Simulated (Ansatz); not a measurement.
# GeH8OSi2: one species, many methods

The task here is to estimate one member of a computed series from the others.

Method: functionals in def2-TZVPP, the program's frozen cores in correlated methods; program: Ansatz 0.2.0, Gaussian basis.

Levels to be run: LDA (SPW92), PBE-D4, revPBE-D4, BLYP-D4, r2SCAN-D4, B97M-V, PBE0-D4, B3LYP-D4, r2SCANh-D4, r2SCAN0-D4, HSE06-D4, BHLYP-D4, CAM-B3LYP-D4, LC-ωPBE, ωB97X-V, ωB97M-V, B2PLYP, PBE-QIDH; CCSD(T)/def2-SVP; CCSD(T)/def2-TZVPP; MP2/def2-QZVPP; extrapolation to the limit; RPA on PBE.

### Structure used throughout

All runs share one geometry, relaxed beforehand with PBE0-D4 in a triple-zeta def2 set.

SMILES `[SiH3]O[SiH2][GeH3]`, 12 atoms, charge 0, spin multiplicity 1.

Atoms are counted from 1 here; the program's logs count them from 0.

Bond lengths: Si1–O2 1.636 Å, Si1–H5 1.487 Å, Si1–H6 1.483 Å, Si1–H7 1.487 Å, O2–Si3 1.639 Å, Si3–Ge4 2.378 Å, Si3–H8 1.490 Å, Si3–H9 1.490 Å, Ge4–H10 1.538 Å, Ge4–H11 1.538 Å, Ge4–H12 1.539 Å. Angles: O2–Si1–H5 110.1°, O2–Si1–H6 108.2°, O2–Si1–H7 110.1°, H5–Si1–H6 109.7°, H5–Si1–H7 109.0°, H6–Si1–H7 109.7°, Si1–O2–Si3 145.8°, O2–Si3–Ge4 108.8°, O2–Si3–H8 109.8°, O2–Si3–H9 109.8°, Ge4–Si3–H8 110.3°, Ge4–Si3–H9 110.3°, H8–Si3–H9 107.9°, Si3–Ge4–H10 110.9°, Si3–Ge4–H11 110.9°, Si3–Ge4–H12 110.0°, H10–Ge4–H11 108.4°, H10–Ge4–H12 108.3° and more.

Set-up of the first run:

in.yaml reads:

```yaml
crystal:
  periodic: [false, false, false]
  atoms:
    - {symbol: Si, position_ang: [0.137320, 2.481602, 0.274936]}
    - {symbol: O, position_ang: [0.132081, 0.853743, 0.113943]}
    - {symbol: Si, position_ang: [-0.782416, -0.477172, -0.165703]}
    - {symbol: Ge, position_ang: [0.626973, -2.392025, -0.143331]}
    - {symbol: H, position_ang: [-0.725800, 2.885746, 1.415723]}
    - {symbol: H, position_ang: [1.532313, 2.916461, 0.525423]}
    - {symbol: H, position_ang: [-0.371122, 3.120385, -0.967356]}
    - {symbol: H, position_ang: [-1.833465, -0.596172, 0.883207]}
    - {symbol: H, position_ang: [-1.464828, -0.351983, -1.483952]}
    - {symbol: H, position_ang: [1.707447, -2.291028, -1.232838]}
    - {symbol: H, position_ang: [1.324014, -2.544844, 1.218806]}
    - {symbol: H, position_ang: [-0.205517, -3.659913, -0.404760]}
basis:
  gaussian: {orbitals: def2-TZVPP}
hamiltonian: {xc: lda}
output: {orbitals: {seedname: orbitals}}
```

Command:

```
$ ansatz run in.yaml --threads 4 --pin off --events-out ev --progress --plain --max-ram 10444MiB
```

Among the steps run: LDA; PBE-D4 (GGA); revPBE-D4 (GGA); BLYP-D4 (GGA); r2SCAN-D4 (meta-GGA); B97M-V (meta-GGA); B3LYP-D4 (hybrid); r2SCANh-D4 (hybrid); r2SCAN0-D4 (hybrid); HSE06-D4 (hybrid); BHLYP-D4 (hybrid); CAM-B3LYP-D4 (range-separated); LC-ωPBE (range-separated); ωB97X-V (range-separated); ωB97M-V (range-separated); B2PLYP (double hybrid); PBE-QIDH (double hybrid).

One of the session's tables, all rows but one given; the rest of the session is left out.

It belongs to the step «Frontier levels by functional». 

| functional | HOMO (eV) | gap (eV) |
| --- | --- | --- |
| LDA (SPW92) | -6.89 | 5.31 |
| PBE-D4 | -6.81 | 5.47 |
| revPBE-D4 | -6.77 | 5.56 |
| BLYP-D4 | -6.69 | 5.52 |
| r2SCAN-D4 | -7.10 | 6.09 |
| B97M-V | -7.24 | 6.00 |
| PBE0-D4 | -7.97 | 7.49 |
| B3LYP-D4 | -7.77 | 7.11 |
| r2SCANh-D4 | -7.52 | 6.80 |
| r2SCAN0-D4 | -8.15 | 7.85 |
| HSE06-D4 | -7.58 | 6.72 |
| BHLYP-D4 | -9.02 | 9.44 |
| CAM-B3LYP-D4 | -9.25 | 9.79 |
| LC-ωPBE | -10.54 | 12.24 |
| ωB97X-V | -10.23 | 11.76 |
| ωB97M-V | ? | ? |

Estimate the missing values for ωB97M-V.

As computed: HOMO (eV): -10.04; gap (eV): 11.28. In the column «HOMO (eV)» it lies between ωB97X-V (-10.23) and CAM-B3LYP-D4 (-9.25).
